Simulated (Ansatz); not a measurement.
Write the native input for Ansatz 0.2.0 that does the following.

- Task: density of states
- Functional: PBEsol
- Potentials or basis: Ansatz PAW
- Cutoff: 420 eV (not typed: the program's choice for these potentials)
- k mesh: 8 × 8 × 4
- Occupations: fermi-dirac, width 0.05 eV
- Spin: no spin polarisation

The system is Ta4O.

```xyz
5
Lattice="3.2575 0.0000 0.0000 0.0000 3.2575 0.0000 0.0000 0.0000 7.4093" Properties=species:S:1:pos:R:3 pbc="T T T"
Ta    0.0000    0.0000    0.0000
Ta    1.6287    1.6287    1.6067
Ta    1.6287    1.6287    5.8027
Ta    0.0000    0.0000    3.7047
O     1.6287    1.6287    3.7047
```

The cell comes from a database or a generator and needn't be the stable form of this composition.

One way to write it, as run:

input.yaml

```yaml
crystal:
  lattice:
    - [3.257497, 0.0, 0.0]
    - [0.0, 3.257497, 0.0]
    - [0.0, 0.0, 7.409341]
  atoms:
    - { symbol: Ta, position: [0.0, 0.0, 0.0] }
    - { symbol: Ta, position: [0.5, 0.5, 0.216842] }
    - { symbol: Ta, position: [0.5, 0.5, 0.783158] }
    - { symbol: Ta, position: [0.0, 0.0, 0.5] }
    - { symbol: O, position: [0.5, 0.5, 0.5] }
hamiltonian:
  xc: pbesol
  pseudopotentials: { kind: paw }
kpoints:
  mp_grid: { grid: [8, 8, 4] }
scf:
  occupations: { method: fermi_dirac, width: 0.05 }
  n_extra_bands: 12
output:
  forces: true
  stress: true
  eigenvalues: true
  dos: { projected: false, de: 0.05, nscf_kmesh: { grid: [12, 12, 6] } }
```

Potentials or basis: Ansatz PAW.

Launch:

```bash
$ ansatz run input.yaml --threads 2 --pin off --max-ram 5632MiB --backend cpu --events-out ev --progress --plain --runs-dir out
```

Results of the run:

```yaml
Pressure: -8.1 GPa
Largest_force: 0.023 eV/Å
Band_gap_on_the_k_mesh: none (metal or under the smearing width)
Density_of_states_at_the_Fermi_level: 2.28 states/eV per cell
```

Caveat: the PAW data sets come from PBE, with cores solved anew for the run's functional, which leaves a small shift of forces and pressure; the density of states is complete only up to the lowest level of the last band computed.

Run time: 2.2 s on 2 threads of AMD EPYC 9R45 96-Core Processor (Zen 5), on a shared host, peak memory 0.44 GiB.
